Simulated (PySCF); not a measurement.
# [F2(SH)Cu(mu-Cl)2CuF2(SH)]4-: magnetic exchange

What do calculations give for the magnetic exchange of [F2(SH)Cu(mu-Cl)2CuF2(SH)]4-?

Programs: PySCF 2.14.0, with routines of our own; each step states its level. All values are computed. Atoms count from 0.

## 1. The system as given

12 atoms, charge -4, high-spin multiplicity 3; geometry from: idealised, bond lengths from ionic radii.

The system (edge-sharing dimer): [F2(SH)Cu(mu-Cl)2CuF2(SH)]4-. The metals (Cu(II), Cu(II)) are 3.47 Å apart; the bridge angle is 94°; the spin sites are atom 0 (1 unpaired) and atom 1 (1 unpaired).

## 2. Magnetic exchange: B3LYP/def2-SVP H:def2-SV(P) in water

What the job is given:

```
{"job": {"kind": "bs", "xc": "B3LYP", "basis": {"default": "def2-SVP", "H": "def2-SV(P)"}, "grid": 1, "solvent": "water"}, "charge": -4, "high_spin_multiplicity": 3, "spin_sites": [[[0], 1], [[1], 1]]}
Cu    -1.734500    -0.366200    -0.222500
Cu     1.734500    -0.366200    -0.222500
Cl     0.000000     1.251300    -0.222500
Cl     0.000000    -1.983600    -0.222500
F     -3.100000    -1.772200    -0.222500
S     -3.413500     1.362700    -0.222500
H     -3.554600     1.507900     1.112300
F     -1.734500    -0.366200     2.137500
F      3.100000    -1.772200    -0.222500
S      3.413500     1.362700    -0.222500
H      3.554600     1.507900     1.112300
F      1.734500    -0.366200    -2.582500
```

Method: B3LYP/def2-SVP H:def2-SV(P) high-spin and broken-symmetry single points, IEF-PCM water.

On the command line:

```sh
> OMP_NUM_THREADS=1 python exch_run.py task.json out
```

The driver reads the jobs from task.json and runs them one after another.

Log:

```text
high-spin state, multiplicity 3
final grid: 66288 points
cycle   1  E = -5396.6670054458  dE = -1.692e+00  |g| = 1.998e+00  |ddm| = 2.202e+00
cycle   2  E = -5391.4560895482  dE =  5.211e+00  |g| = 3.960e+00  |ddm| = 6.897e+00
cycle   3  E = -5397.6332931755  dE = -6.177e+00  |g| = 8.122e-01  |ddm| = 6.198e+00
cycle   4  E = -5397.8192068691  dE = -1.859e-01  |g| = 4.106e-01  |ddm| = 7.829e-01
cycle   5  E = -5397.8553748596  dE = -3.617e-02  |g| = 2.393e-01  |ddm| = 4.533e-01
cycle   6  E = -5397.8734941541  dE = -1.812e-02  |g| = 4.102e-02  |ddm| = 1.896e-01
cycle   7  E = -5397.8740077510  dE = -5.136e-04  |g| = 1.810e-02  |ddm| = 4.911e-02
cycle   8  E = -5397.8741278399  dE = -1.201e-04  |g| = 7.627e-03  |ddm| = 2.159e-02
cycle   9  E = -5397.8741483079  dE = -2.047e-05  |g| = 4.758e-03  |ddm| = 9.064e-03
cycle  10  E = -5397.8741636524  dE = -1.534e-05  |g| = 2.157e-03  |ddm| = 8.281e-03
cycle  11  E = -5397.8741718854  dE = -8.233e-06  |g| = 9.164e-04  |ddm| = 7.594e-03
cycle  12  E = -5397.8741756533  dE = -3.768e-06  |g| = 8.153e-04  |ddm| = 6.135e-03
cycle  13  E = -5397.8741776045  dE = -1.951e-06  |g| = 4.721e-04  |ddm| = 5.420e-03
cycle  14  E = -5397.8741779668  dE = -3.623e-07  |g| = 3.783e-04  |ddm| = 2.243e-03
cycle  15  E = -5397.8741780965  dE = -1.297e-07  |g| = 1.753e-04  |ddm| = 1.357e-03
cycle  16  E = -5397.8741781237  dE = -2.719e-08  |g| = 5.265e-05  |ddm| = 7.654e-04
cycle  17  E = -5397.8741781271  dE = -3.354e-09  |g| = 2.363e-05  |ddm| = 1.389e-04
converged SCF energy = -5397.8741781271

broken-symmetry state, M_S = 0, start: spins of the second site flipped
final grid: 66288 points
cycle   1  E = -5397.8740329133  dE = -2.388e-03  |g| = 9.061e-03  |ddm| = 9.587e-02
cycle   2  E = -5397.8741115692  dE = -7.866e-05  |g| = 8.909e-03  |ddm| = 2.494e-02
cycle   3  E = -5397.8741183815  dE = -6.812e-06  |g| = 8.619e-03  |ddm| = 1.276e-02
cycle   4  E = -5397.8741443246  dE = -2.594e-05  |g| = 9.509e-04  |ddm| = 7.745e-03
cycle   5  E = -5397.8741448124  dE = -4.878e-07  |g| = 4.383e-04  |ddm| = 1.573e-03
cycle   6  E = -5397.8741448711  dE = -5.872e-08  |g| = 3.394e-04  |ddm| = 7.087e-04
cycle   7  E = -5397.8741449072  dE = -3.613e-08  |g| = 1.569e-04  |ddm| = 3.743e-04
cycle   8  E = -5397.8741449162  dE = -9.011e-09  |g| = 4.595e-05  |ddm| = 1.442e-04
converged SCF energy = -5397.8741449162

<S^2> high spin = 2.0055, broken symmetry = 0.9992
E(HS) - E(BS) = -7.29 cm-1
J_noodleman = 7.29 cm-1
J_unprojected = 3.64 cm-1
J_yamaguchi = 7.24 cm-1
```

It took 60 s on 1 thread of Intel Xeon Platinum 8488C, shared host; peak memory 0.89 GiB.

Key values:

| quantity | value |
| --- | --- |
| J (Yamaguchi) | 7 cm⁻¹ |
| low less high spin, projected | 0.0 kcal/mol |

Mulliken spin populations of the high-spin state:

| atom | value (e) |
| --- | --- |
| Cu0 | 0.56 |
| Cu1 | 0.56 |
| Cl2 | 0.16 |
| Cl3 | 0.11 |
| F4 | 0.11 |
| S5 | 0.20 |
| H6 | -0.01 |
| F7 | 0.00 |
| F8 | 0.11 |
| S9 | 0.19 |
| H10 | -0.01 |
| F11 | 0.00 |

## 3. Magnetic exchange: CASSCF and SC-NEVPT2/def2-SVP H:def2-SV(P) (2,2) in water

The job, as its differences from that of step 2:

```diff
@@ -1,2 +1,2 @@
-{"job": {"kind": "bs", "xc": "B3LYP", "basis": {"default": "def2-SVP", "H": "def2-SV(P)"}, "grid": 1, "solvent": "water"}, "charge": -4, "high_spin_multiplicity": 3, "spin_sites": [[[0], 1], [[1], 1]]}
+{"job": {"kind": "cas", "xc": "B3LYP", "basis": {"default": "def2-SVP", "H": "def2-SV(P)"}, "grid": 1, "active": "magnetic", "zfs": false, "npt": 3, "solvent": "water"}, "charge": -4, "high_spin_multiplicity": 3, "spin_sites": [[[0], 1], [[1], 1]]}
 Cu    -1.734500    -0.366200    -0.222500
```

Level: CASSCF and SC-NEVPT2/def2-SVP H:def2-SV(P) spin states, IEF-PCM water.

Log:

```text
start orbitals: natural orbitals of the high-spin B3LYP determinant (converged)
active space: 2 electrons in 2 orbitals, 82 closed; orbitals optimised for multiplicities 3 1
macro   0  E = -5390.0423683714  dE =  0.000e+00  |g| = 1.275e+00
macro   1  E = -5390.1633830968  dE = -1.210e-01  |g| = 3.231e-01
macro   2  E = -5390.2112911012  dE = -4.791e-02  |g| = 4.823e-01
macro   3  E = -5390.2206980192  dE = -9.407e-03  |g| = 1.663e-01
macro   4  E = -5390.2229497589  dE = -2.252e-03  |g| = 3.727e-02
macro   5  E = -5390.2230241214  dE = -7.436e-05  |g| = 1.797e-02
macro   6  E = -5390.2230488321  dE = -2.471e-05  |g| = 5.171e-03
macro   7  E = -5390.2230568125  dE = -7.980e-06  |g| = 4.589e-03
macro   8  E = -5390.2230722184  dE = -1.541e-05  |g| = 8.063e-03
macro   9  E = -5390.2230947949  dE = -2.258e-05  |g| = 1.076e-02
macro  10  E = -5390.2231117058  dE = -1.691e-05  |g| = 7.042e-03
macro  11  E = -5390.2231168047  dE = -5.099e-06  |g| = 2.075e-03
macro  12  E = -5390.2231173644  dE = -5.597e-07  |g| = 6.855e-04
macro  13  E = -5390.2231174296  dE = -6.524e-08  |g| = 3.695e-04
macro  14  E = -5390.2231174649  dE = -3.526e-08  |g| = 2.574e-04
CASSCF converged, mean energy = -5390.2231174649
2S+1 = 3  root 0  E(CAS) = -5390.22314500  E(NEVPT2) = -5392.13679507  occupations 1.000 1.000
2S+1 = 1  root 0  E(CAS) = -5390.22308993  E(NEVPT2) = -5392.13672685  occupations 1.008 0.992
```

It took 22 s on 1 thread of Intel Xeon Platinum 8488C, shared host; peak memory 0.81 GiB.

The solvent's field is frozen at that of the high-spin determinant; only differences between these total energies have meaning.

From this job:

| quantity | value |
| --- | --- |
| J (CASSCF) | 6 cm⁻¹ |
| J (NEVPT2) | 7 cm⁻¹ |
| low less high spin (NEVPT2) | 0.0 kcal/mol |
| diradical index y0 | 0.99 |

## 4. Magnetic exchange: M06-2X/def2-SVP H:def2-SV(P) in water

The job, as its differences from that of step 3:

```diff
@@ -1,2 +1,2 @@
-{"job": {"kind": "cas", "xc": "B3LYP", "basis": {"default": "def2-SVP", "H": "def2-SV(P)"}, "grid": 1, "active": "magnetic", "zfs": false, "npt": 3, "solvent": "water"}, "charge": -4, "high_spin_multiplicity": 3, "spin_sites": [[[0], 1], [[1], 1]]}
+{"job": {"kind": "bs", "xc": "M06-2X", "basis": {"default": "def2-SVP", "H": "def2-SV(P)"}, "grid": 2, "solvent": "water"}, "charge": -4, "high_spin_multiplicity": 3, "spin_sites": [[[0], 1], [[1], 1]]}
 Cu    -1.734500    -0.366200    -0.222500
```

Level: M06-2X/def2-SVP H:def2-SV(P) high-spin and broken-symmetry single points, IEF-PCM water.

Log:

```text
high-spin state, multiplicity 3
final grid: 130224 points
cycle   1  E = -5397.4851256538  dE = -2.391e-02  |g| = 4.239e-02  |ddm| = 3.823e-01
cycle   2  E = -5397.4886733489  dE = -3.548e-03  |g| = 4.805e-02  |ddm| = 1.162e-01
cycle   3  E = -5397.4896003620  dE = -9.270e-04  |g| = 1.671e-02  |ddm| = 3.142e-02
cycle   4  E = -5397.4906305019  dE = -1.030e-03  |g| = 1.510e-02  |ddm| = 7.422e-02
cycle   5  E = -5397.4908176590  dE = -1.872e-04  |g| = 2.937e-03  |ddm| = 3.345e-02
cycle   6  E = -5397.4908305260  dE = -1.287e-05  |g| = 1.526e-03  |ddm| = 8.367e-03
cycle   7  E = -5397.4908340081  dE = -3.482e-06  |g| = 6.900e-04  |ddm| = 3.775e-03
cycle   8  E = -5397.4908356323  dE = -1.624e-06  |g| = 5.867e-04  |ddm| = 2.222e-03
cycle   9  E = -5397.4908366889  dE = -1.057e-06  |g| = 5.046e-04  |ddm| = 1.530e-03
cycle  10  E = -5397.4908385319  dE = -1.843e-06  |g| = 3.918e-04  |ddm| = 3.118e-03
cycle  11  E = -5397.4908406131  dE = -2.081e-06  |g| = 2.293e-04  |ddm| = 5.444e-03
cycle  12  E = -5397.4908412252  dE = -6.121e-07  |g| = 1.089e-04  |ddm| = 3.810e-03
cycle  13  E = -5397.4908412694  dE = -4.421e-08  |g| = 7.752e-05  |ddm| = 8.765e-04
cycle  14  E = -5397.4908412786  dE = -9.219e-09  |g| = 4.938e-05  |ddm| = 2.204e-04
converged SCF energy = -5397.4908412786

broken-symmetry state, M_S = 0, start: spins of the second site flipped
final grid: 130224 points
cycle   1  E = -5397.4905828812  dE = -3.411e-03  |g| = 1.262e-02  |ddm| = 7.667e-02
cycle   2  E = -5397.4907313311  dE = -1.484e-04  |g| = 4.109e-03  |ddm| = 1.961e-02
cycle   3  E = -5397.4907497438  dE = -1.841e-05  |g| = 3.029e-03  |ddm| = 1.028e-02
cycle   4  E = -5397.4907531107  dE = -3.367e-06  |g| = 8.720e-04  |ddm| = 2.738e-03
cycle   5  E = -5397.4907538025  dE = -6.918e-07  |g| = 3.738e-04  |ddm| = 1.968e-03
cycle   6  E = -5397.4907538915  dE = -8.905e-08  |g| = 1.303e-04  |ddm| = 5.387e-04
cycle   7  E = -5397.4907539125  dE = -2.103e-08  |g| = 6.735e-05  |ddm| = 3.264e-04
cycle   8  E = -5397.4907539180  dE = -5.424e-09  |g| = 3.141e-05  |ddm| = 1.229e-04
converged SCF energy = -5397.4907539180

<S^2> high spin = 2.0065, broken symmetry = 1.0057
E(HS) - E(BS) = -19.17 cm-1
J_noodleman = 19.17 cm-1
J_unprojected = 9.59 cm-1
J_yamaguchi = 19.16 cm-1
```

It took 92 s on 1 thread of Intel Xeon Platinum 8488C, shared host; peak memory 0.96 GiB.

Key values:

| quantity | value |
| --- | --- |
| J (Yamaguchi) | 19 cm⁻¹ |
| low less high spin, projected | 0.1 kcal/mol |

## 5. Magnetic exchange: CASSCF and SC-NEVPT2/def2-SVP H:def2-SV(P) (6,4) in water

The job, as its differences from that of step 4:

```diff
@@ -1,2 +1,2 @@
-{"job": {"kind": "bs", "xc": "M06-2X", "basis": {"default": "def2-SVP", "H": "def2-SV(P)"}, "grid": 2, "solvent": "water"}, "charge": -4, "high_spin_multiplicity": 3, "spin_sites": [[[0], 1], [[1], 1]]}
+{"job": {"kind": "cas", "xc": "B3LYP", "basis": {"default": "def2-SVP", "H": "def2-SV(P)"}, "grid": 1, "active": "bridge", "max": 4, "zfs": false, "npt": 2, "solvent": "water"}, "charge": -4, "high_spin_multiplicity": 3, "spin_sites": [[[0], 1], [[1], 1]]}
 Cu    -1.734500    -0.366200    -0.222500
```

With the program's defaults for keys left out, this is: CASSCF and SC-NEVPT2/def2-SVP H:def2-SV(P) spin states, IEF-PCM water.

Log:

```text
start orbitals: natural orbitals of the high-spin B3LYP determinant (converged)
active space: 6 electrons in 4 orbitals, 80 closed; orbitals optimised for multiplicities 3 1
macro   0  E = -5390.0423744783  dE =  0.000e+00  |g| = 1.275e+00
macro   1  E = -5390.1633665304  dE = -1.210e-01  |g| = 3.235e-01
macro   2  E = -5390.2113024100  dE = -4.794e-02  |g| = 4.821e-01
macro   3  E = -5390.2206999549  dE = -9.398e-03  |g| = 1.665e-01
macro   4  E = -5390.2229499227  dE = -2.250e-03  |g| = 3.753e-02
macro   5  E = -5390.2230241965  dE = -7.427e-05  |g| = 1.791e-02
macro   6  E = -5390.2230488436  dE = -2.465e-05  |g| = 5.174e-03
macro   7  E = -5390.2230568300  dE = -7.986e-06  |g| = 4.585e-03
macro   8  E = -5390.2230722461  dE = -1.542e-05  |g| = 8.085e-03
macro   9  E = -5390.2230948498  dE = -2.260e-05  |g| = 1.078e-02
macro  10  E = -5390.2231117316  dE = -1.688e-05  |g| = 7.045e-03
macro  11  E = -5390.2231168270  dE = -5.095e-06  |g| = 2.068e-03
macro  12  E = -5390.2231173862  dE = -5.592e-07  |g| = 6.865e-04
macro  13  E = -5390.2231174514  dE = -6.516e-08  |g| = 3.694e-04
macro  14  E = -5390.2231174864  dE = -3.504e-08  |g| = 2.563e-04
CASSCF converged, mean energy = -5390.2231174864
2S+1 = 3  root 0  E(CAS) = -5390.22314500  E(NEVPT2) = -5392.13243968  occupations 2.000 2.000 1.000 1.000
2S+1 = 1  root 0  E(CAS) = -5390.22308997  E(NEVPT2) = -5392.13237521  occupations 2.000 2.000 1.008 0.992
```

Run time: 24 s. Hardware: 1 thread of Intel Xeon Platinum 8488C, shared host; peak memory 0.96 GiB.

The solvent's field is frozen at that of the high-spin determinant; only differences between these total energies have meaning.

J and the spin gap of this run are not to be taken as properties: an active orbital stays filled, so NEVPT2 hangs on an arbitrary choice.

## 6. Spin gaps side by side

J for H = −2J S1·S2; the gap is low spin less high spin (projected; unprojected where the broken-symmetry state collapsed; or NEVPT2):

| step | level | geometry | J (cm⁻¹) | gap (kcal/mol) | time |
| --- | --- | --- | --- | --- | --- |
| 2 | B3LYP/def2-SVP H:def2-SV(P) in water | one | 7 | 0.0 | 60 s |
| 3 | CASSCF and SC-NEVPT2/def2-SVP H:def2-SV(P) (2,2) in water | one | 7 | 0.0 | 22 s |
| 4 | M06-2X/def2-SVP H:def2-SV(P) in water | one | 19 | 0.1 | 92 s |

CASSCF times leave out a start SCF that an earlier step had already made.

## 7. What came out

| quantity | value |
| --- | --- |
| J (Yamaguchi) (step 2, B3LYP/def2-SVP H:def2-SV(P) in water) | 7 cm⁻¹ |
| low less high spin, projected (step 2, B3LYP/def2-SVP H:def2-SV(P) in water) | 0.0 kcal/mol |
| J | 7 (B3LYP/def2-SVP H:def2-SV(P) in water) to 19 cm⁻¹ (M06-2X/def2-SVP H:def2-SV(P) in water) |

What this shows: Step 5 is set aside for J and the spin gap: an active orbital stays filled, so NEVPT2 hangs on an arbitrary choice. The levels with a meaningful J put the high-spin state lower (ferromagnetic coupling), from 7 to 19 cm⁻¹.
